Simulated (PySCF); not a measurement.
# C4H8GeSe: magnetic properties

What do calculations give for the magnetic properties of C4H8GeSe (`[GeH3][C@H]1C=CC[Se]1`)?

Programs: PySCF 2.14.0, with routines of our own; each step states its level. All values are computed. Atoms count from 0.

## 1. The system as given

14 atoms, charge 0, multiplicity 1; geometry from: GFN2-xTB.

## 2. Magnetic properties: GIAO B3LYP/pcSseg-1

Job settings and geometry (Å):

```
{"job": {"kind": "mag", "xc": "B3LYP", "basis": "pcSseg-1", "isotopologues": 2}, "charge": 0, "multiplicity": 1}
Ge    -2.145040     0.434075     0.220073
C     -0.516803    -0.266691     1.129056
C      0.286516    -1.119637     0.216855
C      1.450142    -0.677582    -0.226338
C      1.934139     0.658787     0.226120
Se     0.689516     1.222044     1.652254
H     -3.027770    -0.696498    -0.216266
H     -1.750110     1.216000    -0.987703
H     -2.918979     1.319292     1.140130
H     -0.799064    -0.801010     2.040082
H     -0.136878    -2.070367    -0.075485
H      2.074339    -1.230699    -0.911452
H      1.912993     1.393279    -0.584478
H      2.946321     0.618534     0.635012
```

With the program's defaults for keys left out, this is: GIAO B3LYP/pcSseg-1 magnetisability, rotational g tensor and spin-rotation constants, non-relativistic, gas phase.

Command:

```console
$ OMP_NUM_THREADS=1 python excited_run.py task.json out
```

This one command runs all jobs of the session in turn.

What it wrote:

```text
coarse grid: 55248 points
cycle   1  E = -4635.2856772173  dE = -1.017e+00  |g| = 1.163e+00  |ddm| = 3.747e+00
cycle   2  E = -4635.2508281996  dE =  3.485e-02  |g| = 1.081e+00  |ddm| = 1.048e+00
cycle   3  E = -4635.3568936745  dE = -1.061e-01  |g| = 2.071e-01  |ddm| = 7.868e-01
cycle   4  E = -4635.3641117994  dE = -7.218e-03  |g| = 7.556e-02  |ddm| = 2.517e-01
cycle   5  E = -4635.3656180012  dE = -1.506e-03  |g| = 1.645e-02  |ddm| = 7.892e-02
cycle   6  E = -4635.3656533514  dE = -3.535e-05  |g| = 2.998e-03  |ddm| = 1.372e-02
cycle   7  E = -4635.3656541306  dE = -7.792e-07  |g| = 2.284e-03  |ddm| = 4.655e-03
final grid: 113920 points
cycle   8  E = -4635.3656531804  dE =  4.756e-06  |g| = 4.781e-03  |ddm| = 6.740e-03
cycle   9  E = -4635.3656306128  dE =  2.257e-05  |g| = 1.027e-02  |ddm| = 1.365e-02
cycle  10  E = -4635.3656593990  dE = -2.879e-05  |g| = 1.881e-04  |ddm| = 9.349e-03
cycle  11  E = -4635.3656594047  dE = -5.622e-09  |g| = 2.755e-05  |ddm| = 1.498e-04
cycle  12  E = -4635.3656594049  dE = -1.937e-10  |g| = 7.796e-06  |ddm| = 3.808e-05
converged SCF energy = -4635.3656594049

Magnetisability tensor (1e-30 J/T^2)
    -1547.38        4.28      -45.14
        4.28    -1450.13       43.69
      -45.14       43.69    -1522.58
isotropic -1506.70   principal values   -1588.75  -1503.99  -1427.35
isotropic susceptibility -90.735 1e-6 cm^3/mol

Inertial axes            a          b          c
rot. const./GHz      2.6001     0.9433     0.7597
chi total           -94.113    -86.222    -91.871
chi diamagnetic    -572.388  -1219.867  -1498.667
chi paramagnetic    478.275   1133.646   1406.795
quadrupole/D A       -0.038      0.534     -0.496
g nuclear            0.5657     0.4920     0.4960
g electronic        -0.5842    -0.5024    -0.5021
g total             -0.0185    -0.0104    -0.0061

Spin-rotation constants (kHz, H = +C I.J)
atom  isotope        aa         bb         cc
  6     1H       -0.057     -0.047     -0.061
  7     1H       -0.247     -0.093      0.023
  8     1H       -0.229      0.026     -0.073
  9     1H       -0.269     -0.089      0.032
 10     1H       -0.127      0.004     -0.057
 11     1H       -0.237      0.070     -0.081
 12     1H       -0.243     -0.097      0.036
 13     1H        0.116     -0.095     -0.076
  0   73Ge*      -0.641     -0.270     -0.201
  1    13C*       0.520      0.136      0.179
  2    13C*       0.695      0.459      0.194
  3    13C*       0.716      0.449      0.166
  4    13C*       0.535      0.143      0.159
  5   77Se*       3.705      2.034      1.461
* in the singly substituted isotopologue

Isotopologues: g along a, b, c
2H    at 6,7,8,9,10,11,    -0.0163    -0.0095    -0.0056
13C   at 1                 -0.0185    -0.0103    -0.0061
```

Wall time 71 s (1 thread of Arm Neoverse N1, shared host); peak memory 0.9 GiB.

From this job:

| quantity | value |
| --- | --- |
| magnetisability | -1507·10⁻³⁰ J/T² |
| molar susceptibility | -90.7·10⁻⁶ cm³/mol |
| rotational g (a, b, c) | -0.0185, -0.0104, -0.0061 |

The fields below are evaluated on a grid from the run's orbitals.

Frontier orbitals at B3LYP/pcSseg-1, with the share of their density that lies nearest to each atom:

| orbital | energy (eV) | lies on |
| --- | --- | --- |
| HOMO | -5.72 | Se5 71 % |
| LUMO | -0.35 | Se5 27 %; C2, C3 about 16 % each; C1 8 % |

ELF in a plane through or near 5 of the atoms.

Ten even steps from ' ' (0.00) to '@' (1.00):
```
                                                        
                                                        
                                                        
                        ::####==                        
                        ##@@@@@@::                      
              ....    ..%%@@@@@@--      ==++::          
            ..==++------**@@@@##..    --%%@@%%--        
            ..==****##%%::%%++--..  ..++@@@@@@**::      
              ::++====%%++::%%**====--++##@@%%==..      
              ..++##++==--**%%**%%##....--++--..        
        ==@@@@%%**++**--  ::++##%%==::--..==--..        
      ..##@@@@@@**::****----====++==....++@@@@**--      
        **@@@@@@##++%%##++++++::....--**@@@@@@@@##      
          ++**==::--++****##%%++    ::%%@@@@@@@@##      
                  ..--**%%@@@@##..    **@@@@@@##--      
                    ::++%%%%%%##::      --++--          
                    ..--**####++                        
                        ::--::                          
                                                        
                                                        
```
The map spans 11.3 Å across and 9.4 Å up, centred on the molecule. Atoms in the plane (x, y in Å): C2 (-0.3, 1.1), C4 (-1.9, -0.7), H8 (3.0, -1.3), H10 (0.0, 2.1), H13 (-2.9, -0.8).

log10 of the density (e/Å³) in the same plane.

Ten even steps from ' ' (-4.0) to '@' (1.5):
```
                                                        
                                                        
                    ....::::::::..                      
              ......::::--====--::....                  
            ..::::----====++++==--::::..::......        
          ..----======++**####**==------------::..      
        ..::--==++++****######**==============--::..    
        ..::==++**######%%@@##**++++++++++++++==--::..  
      ..::--==++**########%%##************++++==--::..  
      ..::--==++**######**########****##****++==--::..  
    ..::--++****######********######%%%%##**++==--::..  
    ..--==++######%%####************######**++==--::..  
    ..::==++**##########******++++++****####**++==::..  
      ::--==++++++******####**++====++++****++==--::..  
      ..::----====++++********++========++++==----::    
          ..::::----==++++++++==--------------::....    
              ..::----========----::::::::::....        
                ..::::--------::::..                    
                      ........                          
                        ......                          
```
The map spans 11.3 Å across and 9.4 Å up, centred on the molecule. Atoms in the plane (x, y in Å): C2 (-0.3, 1.1), C4 (-1.9, -0.7), H8 (3.0, -1.3), H10 (0.0, 2.1), H13 (-2.9, -0.8).

On the surface of density 0.002 e/bohr³ the electrostatic potential runs, from the 1st to the 99th percentile, from -0.94 V near Se5 to 0.93 V near H10.

## 3. Magnetic properties: common gauge origin X3LYP/6-31G*

Settings changed since step 2:

```diff
@@ -1,2 +1,2 @@
-{"job": {"kind": "mag", "xc": "B3LYP", "basis": "pcSseg-1", "isotopologues": 2}, "charge": 0, "multiplicity": 1}
+{"job": {"kind": "mag", "xc": "X3LYP", "basis": "6-31G*", "gauge": [0, 0, 0], "scf": {"damp": 0.1}}, "charge": 0, "multiplicity": 1}
 Ge    -2.145040     0.434075     0.220073
```

With the program's defaults for keys left out, this is: common gauge origin X3LYP/6-31G* magnetisability, rotational g tensor and spin-rotation constants, non-relativistic, gas phase.

What it wrote:

```text
damping 0.10 in the first 6 cycles
final grid: 113920 points
cycle   1  E = -4634.9160880287  dE = -8.010e-01  |g| = 5.020e-01  |ddm| = 3.681e+00
cycle   2  E = -4634.9216663370  dE = -5.578e-03  |g| = 4.663e-01  |ddm| = 8.181e-01
cycle   3  E = -4634.9117984250  dE =  9.868e-03  |g| = 5.040e-01  |ddm| = 8.354e-01
cycle   4  E = -4634.8883519332  dE =  2.345e-02  |g| = 5.750e-01  |ddm| = 9.913e-01
cycle   5  E = -4634.8457042932  dE =  4.265e-02  |g| = 7.054e-01  |ddm| = 1.219e+00
cycle   6  E = -4634.6709670806  dE =  1.747e-01  |g| = 1.062e+00  |ddm| = 1.788e+00
cycle   7  E = -4634.2338427593  dE =  4.371e-01  |g| = 1.707e+00  |ddm| = 2.703e+00
cycle   8  E = -4634.9549275375  dE = -7.211e-01  |g| = 1.267e-01  |ddm| = 1.649e+00
cycle   9  E = -4634.9551810126  dE = -2.535e-04  |g| = 1.132e-01  |ddm| = 2.303e-01
cycle  10  E = -4634.9582887090  dE = -3.108e-03  |g| = 2.927e-02  |ddm| = 1.263e-01
cycle  11  E = -4634.9585027153  dE = -2.140e-04  |g| = 1.991e-03  |ddm| = 2.768e-02
cycle  12  E = -4634.9585036031  dE = -8.878e-07  |g| = 7.592e-04  |ddm| = 2.899e-03
cycle  13  E = -4634.9585037391  dE = -1.360e-07  |g| = 3.166e-04  |ddm| = 1.075e-03
cycle  14  E = -4634.9585037622  dE = -2.315e-08  |g| = 4.883e-05  |ddm| = 3.277e-04
cycle  15  E = -4634.9585037627  dE = -5.257e-10  |g| = 1.686e-05  |ddm| = 6.792e-05
converged SCF energy = -4634.9585037627

Magnetisability tensor (1e-30 J/T^2)
    -6296.21      936.79     3003.90
      936.79   -14295.20     1563.08
     3003.90     1563.08   -13343.72
isotropic -11311.71   principal values  -15612.46 -13352.36  -4970.31
isotropic susceptibility -681.207 1e-6 cm^3/mol

Inertial axes            a          b          c
rot. const./GHz      2.6001     0.9433     0.7597
chi total          -303.835   -802.067   -937.719
chi diamagnetic    -569.782  -1217.640  -1496.354
chi paramagnetic    265.947    415.573    558.635
quadrupole/D A       -0.418      0.796     -0.378
g nuclear            0.5657     0.4920     0.4960
g electronic        -0.3249    -0.1842    -0.1994
g total              0.2409     0.3079     0.2966

Spin-rotation constants (kHz, H = +C I.J)
atom  isotope        aa         bb         cc
  6     1H       -0.452      1.132      0.862
  7     1H       -0.087     -0.363     -0.378
  8     1H       -0.007      0.218      0.194
  9     1H       -0.364     -0.617     -0.651
 10     1H        0.415     -0.312     -0.211
 11     1H        0.701     -0.014      0.112
 12     1H       -0.424     -0.092     -0.257
 13     1H       -0.579      0.431      0.229
  0   73Ge*      -0.602     -0.190     -0.141
  1    13C*       0.088     -0.281     -0.215
  2    13C*       0.377      0.221     -0.010
  3    13C*       0.431      0.291      0.028
  4    13C*       0.065      0.085      0.039
  5   77Se*       3.275      1.743      1.194
* in the singly substituted isotopologue
```

It took 22 s on 1 thread of Arm Neoverse N1, shared host; peak memory 0.69 GiB.

The run ended normally, but its values are not to be used for the molecule: a common gauge origin replaces GIAOs, so the magnetic properties depend on where the origin lies.

## 4. Magnetic properties: GIAO OLYP/6-31G

Settings changed since step 3:

```diff
@@ -1,2 +1,2 @@
-{"job": {"kind": "mag", "xc": "X3LYP", "basis": "6-31G*", "gauge": [0, 0, 0], "scf": {"damp": 0.1}}, "charge": 0, "multiplicity": 1}
+{"job": {"kind": "mag", "xc": "OLYP", "basis": "6-31G"}, "charge": 0, "multiplicity": 1}
 Ge    -2.145040     0.434075     0.220073
```

Level: GIAO OLYP/6-31G magnetisability, rotational g tensor and spin-rotation constants, non-relativistic, gas phase.

What it wrote:

```text
coarse grid: 55248 points
cycle   1  E = -4636.1436870546  dE = -9.202e-01  |g| = 4.608e-01  |ddm| = 3.834e+00
cycle   2  E = -4636.0932837176  dE =  5.040e-02  |g| = 6.119e-01  |ddm| = 1.436e+00
cycle   3  E = -4636.1912794963  dE = -9.800e-02  |g| = 1.268e-01  |ddm| = 9.819e-01
cycle   4  E = -4636.1954058739  dE = -4.126e-03  |g| = 2.816e-02  |ddm| = 2.087e-01
cycle   5  E = -4636.1955925784  dE = -1.867e-04  |g| = 1.246e-02  |ddm| = 5.385e-02
cycle   6  E = -4636.1956285413  dE = -3.596e-05  |g| = 5.758e-03  |ddm| = 2.051e-02
cycle   7  E = -4636.1956381173  dE = -9.576e-06  |g| = 1.227e-03  |ddm| = 7.539e-03
final grid: 113920 points
cycle   8  E = -4636.1956883728  dE =  8.991e-07  |g| = 2.265e-03  |ddm| = 4.323e-03
cycle   9  E = -4636.1956818326  dE =  6.540e-06  |g| = 5.286e-03  |ddm| = 7.518e-03
cycle  10  E = -4636.1956895680  dE = -7.735e-06  |g| = 7.706e-04  |ddm| = 5.809e-03
cycle  11  E = -4636.1956897236  dE = -1.556e-07  |g| = 1.079e-04  |ddm| = 1.033e-03
cycle  12  E = -4636.1956897264  dE = -2.783e-09  |g| = 1.595e-05  |ddm| = 1.270e-04
cycle  13  E = -4636.1956897265  dE = -7.822e-11  |g| = 4.790e-06  |ddm| = 3.948e-05
converged SCF energy = -4636.1956897265

Magnetisability tensor (1e-30 J/T^2)
    -1554.21       12.48      -59.23
       12.48    -1456.48       42.48
      -59.23       42.48    -1527.88
isotropic -1512.86   principal values   -1610.56  -1493.43  -1434.58
isotropic susceptibility -91.106 1e-6 cm^3/mol

Inertial axes            a          b          c
rot. const./GHz      2.6001     0.9433     0.7597
chi total           -94.836    -86.560    -91.923
chi diamagnetic    -569.987  -1217.788  -1496.554
chi paramagnetic    475.152   1131.227   1404.631
quadrupole/D A       -0.383      0.734     -0.352
g nuclear            0.5657     0.4920     0.4960
g electronic        -0.5804    -0.5013    -0.5013
g total             -0.0147    -0.0093    -0.0053

Spin-rotation constants (kHz, H = +C I.J)
atom  isotope        aa         bb         cc
  6     1H       -0.077     -0.051     -0.065
  7     1H       -0.271     -0.097      0.019
  8     1H       -0.252      0.022     -0.078
  9     1H       -0.284     -0.097      0.023
 10     1H       -0.143     -0.005     -0.059
 11     1H       -0.246      0.058     -0.084
 12     1H       -0.262     -0.103      0.030
 13     1H        0.091     -0.101     -0.080
  0   73Ge*      -0.491     -0.207     -0.155
  1    13C*       0.443      0.114      0.157
  2    13C*       0.597      0.384      0.168
  3    13C*       0.627      0.375      0.145
  4    13C*       0.464      0.119      0.140
  5   77Se*       3.222      1.727      1.301
* in the singly substituted isotopologue
```

Run time: 42 s. Hardware: 1 thread of Arm Neoverse N1, shared host; peak memory 0.56 GiB.

In short:

| quantity | value |
| --- | --- |
| magnetisability | -1513·10⁻³⁰ J/T² |
| molar susceptibility | -91.1·10⁻⁶ cm³/mol |
| rotational g (a, b, c) | -0.0147, -0.0093, -0.0053 |

## 5. The levels compared

| level | ξ (10⁻³⁰ J/T²) | g(a) | g(b) | gap (eV) | functions | time |
| --- | --- | --- | --- | --- | --- | --- |
| GIAO B3LYP/pcSseg-1 | -1507 | -0.0185 | -0.0104 | 5.37 | 190 | 71 s |
| GIAO OLYP/6-31G | -1513 | -0.0147 | -0.0093 | 3.92 | 106 | 42 s |

## 6. Outcome

| quantity | value |
| --- | --- |
| magnetisability (step 2, GIAO B3LYP/pcSseg-1) | -1507·10⁻³⁰ J/T² |
| molar susceptibility (step 2, GIAO B3LYP/pcSseg-1) | -90.7·10⁻⁶ cm³/mol |
| rotational g (a, b, c) (step 2, GIAO B3LYP/pcSseg-1) | -0.0185, -0.0104, -0.0061 |
| surface potential, 1st and 99th percentile | -0.94 V and 0.93 V |
| magnetisability over the levels | -1513 to -1507·10⁻³⁰ J/T² |
| runs | 0 failed, 1 ended on unsound input |

In words: Steps that list no spin-orbit terms leave them out, which matters at and beside the heavy atoms. At B3LYP/pcSseg-1, counted by nearest atom on the grid, the HOMO lies on Se5 71 %, the LUMO on Se5 27 %; C2, C3 about 16 % each. The magnetisability spreads by 0.4 % over 2 levels, from GIAO OLYP/6-31G (42 s) to GIAO B3LYP/pcSseg-1 (71 s); the runs took 42 s to 71 s. Two levels can agree by chance, so this spread shows no convergence. Vibrational averaging and real surroundings are missing from these values.
